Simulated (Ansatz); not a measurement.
# CH6F4Si: the cost of one run

Program: Ansatz 0.2.0. Level of theory: RKS B3LYP/cc-pVDZ. These are calculated values, not measurements.

### Step 1. Starting point

Bond lengths: Si1–C2 2.170 Å, Si1–F3 1.600 Å, Si1–F4 1.627 Å, Si1–H5 1.430 Å, Si1–F7 2.003 Å, C2–H10 1.089 Å, C2–H11 1.096 Å, C2–H12 1.090 Å. Angles (14 of 16 angles, heavy atoms first): C2–Si1–F3 106.6°, C2–Si1–F4 92.6°, C2–Si1–F7 89.0°, F3–Si1–F4 95.1°, F3–Si1–F7 81.5°, F4–Si1–F7 176.5°, Si1–C2–H10 118.6°, Si1–C2–H11 123.6°, Si1–C2–H12 89.0°, C2–Si1–H5 119.7°, F3–Si1–H5 130.6°, F4–Si1–H5 98.9°, H5–Si1–F7 82.9°, H10–C2–H11 112.1°.

Structure file:

```xyz
12

Si   -0.9636   -0.1043   -0.7244
C     0.0358   -0.2270    1.1984
F    -0.0489   -0.9004   -1.7676
F    -1.9297   -1.3687   -0.3859
H    -1.9678    0.8915   -0.9388
H     1.3792    1.0018   -0.9974
F     0.2713    1.3879   -1.2329
H     1.1028   -0.1134    0.3042
F     2.0542    0.2865   -0.3129
H     0.3454    0.6969    1.6850
H     0.6436   -1.0831    1.5128
H    -0.9221   -0.4680    1.6594
```

### Step 2. A restrained relaxation towards end A

Springs on the bonds that form and break draw the guess towards this end; the thresholds are loose.

input.yaml

```yaml
crystal:
  periodic: [false, false, false]
  atoms:
    - { symbol: Si, position_ang: [-0.9636, -0.1043, -0.7244] }
    - { symbol: C, position_ang: [0.0358, -0.227, 1.1984] }
    - { symbol: F, position_ang: [-0.0489, -0.9004, -1.7676] }
    - { symbol: F, position_ang: [-1.9297, -1.3687, -0.3859] }
    - { symbol: H, position_ang: [-1.9678, 0.8915, -0.9388] }
    - { symbol: H, position_ang: [1.3792, 1.0018, -0.9974] }
    - { symbol: F, position_ang: [0.2713, 1.3879, -1.2329] }
    - { symbol: H, position_ang: [1.1028, -0.1134, 0.3042] }
    - { symbol: F, position_ang: [2.0542, 0.2865, -0.3129] }
    - { symbol: H, position_ang: [0.3454, 0.6969, 1.685] }
    - { symbol: H, position_ang: [0.6436, -1.0831, 1.5128] }
    - { symbol: H, position_ang: [-0.9221, -0.468, 1.6594] }
basis:
  gaussian: { orbitals: cc-pVDZ }
hamiltonian:
  xc: b3lyp
relax:
  f_tol: 0.15
  max_steps: 25
  restrain:
    - { distance: [0, 6], at: 2.98, k: 30.0 }
    - { distance: [5, 8], at: 2.18, k: 30.0 }
    - { distance: [7, 1], at: 2.37, k: 30.0 }
    - { distance: [0, 1], at: 1.87, k: 30.0 }
    - { distance: [5, 6], at: 0.88, k: 30.0 }
    - { distance: [7, 8], at: 0.88, k: 30.0 }
output:
  orbitals: {}
```

Launch:

```bash
$ ansatz run input.yaml --threads 2 --pin off --max-ram 3072MiB --backend cpu --events-out ev --progress --plain --runs-dir out
```

**Question.** How long does this run take on 2 threads of AMD EPYC 9R45 (Zen 5), shared host, and how much memory does it need?

About 15 s, with a peak of 0.31 GiB.
